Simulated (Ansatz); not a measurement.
# CH3BOS: energies of removing a hydrogen

Aim: energies of removing a hydrogen, for CH3BOS, run from a script. SMILES: SB1CO1.

All numbers are computed with Ansatz 0.2.0 through its Python package. Level of theory: CAM-B3LYP/def2-SVP.

### Step 1. The system

Bond lengths: S1–B2 1.813 Å, B2–C3 1.539 Å, B2–O4 1.518 Å, C3–O4 1.316 Å, S1–H5 1.429 Å, C3–H6 1.138 Å, C3–H7 1.114 Å. Angles: S1–B2–C3 144.0°, S1–B2–O4 152.9°, C3–B2–O4 51.0°, B2–S1–H5 94.5°, B2–C3–O4 63.7°, B2–C3–H6 116.8°, B2–C3–H7 119.7°, O4–C3–H6 109.5°, O4–C3–H7 115.2°, H6–C3–H7 118.6°, B2–O4–C3 65.3°.

The script reads ch3bos.xyz:

```xyz
7

S    -1.80930    0.90570   -0.65330
B    -0.34530   -0.10760   -0.31120
C     0.79920   -0.34270    0.69020
O     0.33910   -1.40850    0.06950
H    -1.36770    1.30610   -1.95180
H     1.85370   -0.11640    0.32680
H     0.59160   -0.30460    1.78400
```

### Step 2. The script

run_bde.py

```python
"""X-H bond energies of CH3BOS without relaxation."""

import ansatz as az


def total_energy(molecule, charge=0, unpaired=0):
    calc = molecule.calculation().basis(gaussian="def2-SVP").functional("cam_b3lyp")
    if charge:
        calc = calc.charge(charge)
    if unpaired:
        calc = calc.spin("collinear", total=unpaired)
    return calc.run().report["free_energy_ev"]

def without(molecule, index):
    rest = az.Crystal.molecule()
    for i, site in enumerate(molecule.cartesian_sites):
        if i != index:
            rest = rest.atom(site.symbol, site.position_ang)
    return rest


def main() -> None:
    system = az.Crystal.molecule_from_extxyz("ch3bos.xyz")

    whole = total_energy(system, 0)
    hydrogen = total_energy(az.Crystal.molecule().atom("H", (0, 0, 0)), 0, 1)
    print(f"E(molecule) = {whole:.5f} eV, E(H) = {hydrogen:.5f} eV")
    for index in [4, 6]:
        radical = total_energy(without(system, index), 0, 1)
        print(f"H{index}: homolysis {(radical + hydrogen - whole):.3f} eV")
        anion = total_energy(without(system, index), -1)
        print(f"H{index}: loss of a proton {(anion - whole):.3f} eV")


if __name__ == "__main__":
    main()
```

### Step 3. The run

Command:

```bash
python run_bde.py
```

Q: Predict the main results. Wanted: weakest bond to hydrogen among those tried; easiest loss of a proton among those tried.

The runs gave:

| quantity | value |
| --- | --- |
| weakest bond to hydrogen among those tried (homolysis) | H4 (counted from 0), 2.891 eV |
| easiest loss of a proton among those tried | H4, 14.148 eV |
| runs compared | 6 |

In words: Atoms are numbered as in the script, from 0. The fragments aren't relaxed and zero-point energy is left out, so these aren't bond dissociation enthalpies. Losing a bare proton in the gas phase costs far more than homolysis, as charges must be parted. All 6 runs converged (8 to 38 cycles). Reading the output:
- The geometry is a force-field or estimated start, not a minimum of this method, and the basis set is short of its limit. All parts are taken at fixed geometry, without zero-point energy.
- Anions want diffuse functions, which this basis lacks.
